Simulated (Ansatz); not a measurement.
# BW2: properties at the relaxed cell

The task here is to estimate one member of a computed series from the others.

Program: Ansatz 0.2.0. Level of theory: DFT PBEsol, scalar-relativistic, plane waves, PAW. These are calculated values, not measurements.

1 further run of the same task is left out (set aside as unsound or not needed). Runs told in other sessions of the task aren't counted.

### Starting point

The structure is tetragonal, space group I4/mcm (No. 140). The conventional cell has a = 5.536 Å, b = 5.536 Å, c = 4.751 Å, α = 90.00°, β = 90.00°, γ = 90.00°. B (site symmetry 422) has 8 W at 2.37 Å and 2 B at 2.38 Å in its first shell of neighbours. W (site symmetry m2m) has 4 B at 2.37 Å and 3 W at 2.66 to 2.69 Å in its first shell of neighbours.

As a file:

```
B W
1.0
    -2.76812    2.76812    2.37535
     2.76812   -2.76812    2.37535
     2.76812    2.76812   -2.37535
B W
2 4
Direct
  0.25000 0.25000 0.00000
  0.75000 0.75000 0.00000
  0.66993 0.16993 0.83985
  0.16993 0.33007 0.50000
  0.33007 0.83007 0.16015
  0.83007 0.66993 0.50000
```

This cell was relaxed beforehand with the same method: volume 12.13 Å³/atom, gap on the mesh none (metal).

The first run:

File input.yaml:

```yaml
crystal:
  lattice:
    - [-2.7401597766, 2.7401597766, 2.3513531672]
    - [2.7401597766, -2.7401597766, 2.3513531672]
    - [2.7401597766, 2.7401597766, -2.3513531672]
  atoms:
    - { symbol: B, position: [0.25, 0.25, 0.0] }
    - { symbol: B, position: [0.75, 0.75, 0.0] }
    - { symbol: W, position: [0.6699262554, 0.1699262554, 0.8398525108] }
    - { symbol: W, position: [0.1699262554, 0.3300737446, 0.5] }
    - { symbol: W, position: [0.3300737446, 0.8300737446, 0.1601474892] }
    - { symbol: W, position: [0.8300737446, 0.6699262554, 0.5] }
basis:
  ecutwfc: 420
kpoints:
  mp_grid: { grid: [10, 10, 10] }
hamiltonian:
  xc: pbesol
scf:
  occupations: { method: gaussian, width: 0.1 }
output:
  forces: true
  stress: true
  eigenvalues: true
relax:
  adjacent_minimum: "off"
  f_tol: 0.01
  max_steps: 30
  cell: { stress_tol: 0.1, fix: [volume] }
```

Started as:

```console
ansatz run input.yaml --threads 2 --pin off --max-ram 5120MiB --backend cpu --events-out ev --progress --plain --runs-dir out
```

Among the steps run: Volume × 0.97; Volume × 1.03; Point at V/V0 = 0.94; Volume × 1.06; The cell scaled to 0.91 of its volume; The cell scaled to 1.10 of its volume; Point at V/V0 = 0.88.

One of the session's tables, all rows but one given; the rest of the session is left out.

It belongs to the step «Fit of the equation of state». 

```
volume (Å³/atom)  energy above the lowest point (meV/atom)  pressure (GPa)
          10.678                                     235.4           57.65
          11.042                                     125.2           39.81
          11.406                                      52.7           24.47
          11.770                                         ?               ?
          12.134                                       0.0            0.00
          12.498                                      11.3           -9.67
          12.862                                      43.0          -17.94
          13.347                                     111.8          -27.13
```

Q: Estimate the row for volume (Å³/atom) = 11.770 from the others.

Worked estimate for «energy above the lowest point (meV/atom)». A straight line through the neighbours (11.406, 52.7) and (12.134, 0.0) gives 52.7 + (0.0 − 52.7) × (11.770 − 11.406) / (12.134 − 11.406) = 26.4; a parabola fitted to 4 rows on both sides gives 12.4.

As computed: energy above the lowest point (meV/atom): 12.4; pressure (GPa): 11.29. In «energy above the lowest point (meV/atom)» the line misses by +14.0 and the parabola by 0.0.
